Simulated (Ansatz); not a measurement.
# CH6BClO: the cost of one run

Method: RKS PBE/def2-SVP, in Ansatz 0.2.0.

## 1. Starting point

Bond lengths: B1–Cl3 1.860 Å, B1–C4 1.600 Å, C4–H5 1.110 Å, C4–H6 1.110 Å, C4–H7 1.110 Å, B1–O8 1.710 Å, O8–H9 1.010 Å. Angles: Cl3–B1–C4 120.0°, Cl3–B1–O8 88.6°, C4–B1–O8 109.9°, B1–C4–H5 109.5°, B1–C4–H6 109.5°, B1–C4–H7 109.5°, H5–C4–H6 109.4°, H5–C4–H7 109.4°, H6–C4–H7 109.4°, B1–O8–H9 109.5°.

As a file:

```xyz
10

B     0.0000    0.0000    0.0000
H     0.0000    0.0000    1.5400
Cl    1.6108    0.0000   -0.9300
C    -1.3856    0.0000   -0.8000
H    -1.9458   -0.9305   -0.5708
H    -1.9898    0.8797   -0.4946
H    -1.1839    0.0508   -1.8903
O     0.3597   -1.5824    0.5392
H    -0.2732   -2.2387    0.1046
H     0.1909   -0.8399    1.5370
```

## 2. Pulling towards end A

Springs on the bonds that form and break draw the guess towards this end; the thresholds are loose.

input.yaml

```yaml
crystal:
  periodic: [false, false, false]
  atoms:
    - { symbol: B, position_ang: [0.0, 0.0, 0.0] }
    - { symbol: H, position_ang: [0.0, 0.0, 1.54] }
    - { symbol: Cl, position_ang: [1.6108, 0.0, -0.93] }
    - { symbol: C, position_ang: [-1.3856, 0.0, -0.8] }
    - { symbol: H, position_ang: [-1.9458, -0.9305, -0.5708] }
    - { symbol: H, position_ang: [-1.9898, 0.8797, -0.4946] }
    - { symbol: H, position_ang: [-1.1839, 0.0508, -1.8903] }
    - { symbol: O, position_ang: [0.3597, -1.5824, 0.5392] }
    - { symbol: H, position_ang: [-0.2732, -2.2387, 0.1046] }
    - { symbol: H, position_ang: [0.1909, -0.8399, 1.537] }
basis:
  gaussian: { orbitals: def2-SVP }
hamiltonian:
  xc: pbe
relax:
  f_tol: 0.15
  max_steps: 25
  restrain:
    - { distance: [0, 7], at: 2.61, k: 30.0 }
    - { distance: [9, 1], at: 1.86, k: 30.0 }
    - { distance: [0, 1], at: 1.19, k: 30.0 }
    - { distance: [9, 7], at: 1.01, k: 30.0 }
```

On the command line:

```bash
ansatz run input.yaml --threads 2 --pin off --max-ram 3072MiB --backend cpu --events-out ev --progress --plain --runs-dir out
```

**Question.** How long does this run take on 2 threads of Arm Neoverse N1, shared host, and how much memory does it need?

About 33 s, with a peak of 0.15 GiB.
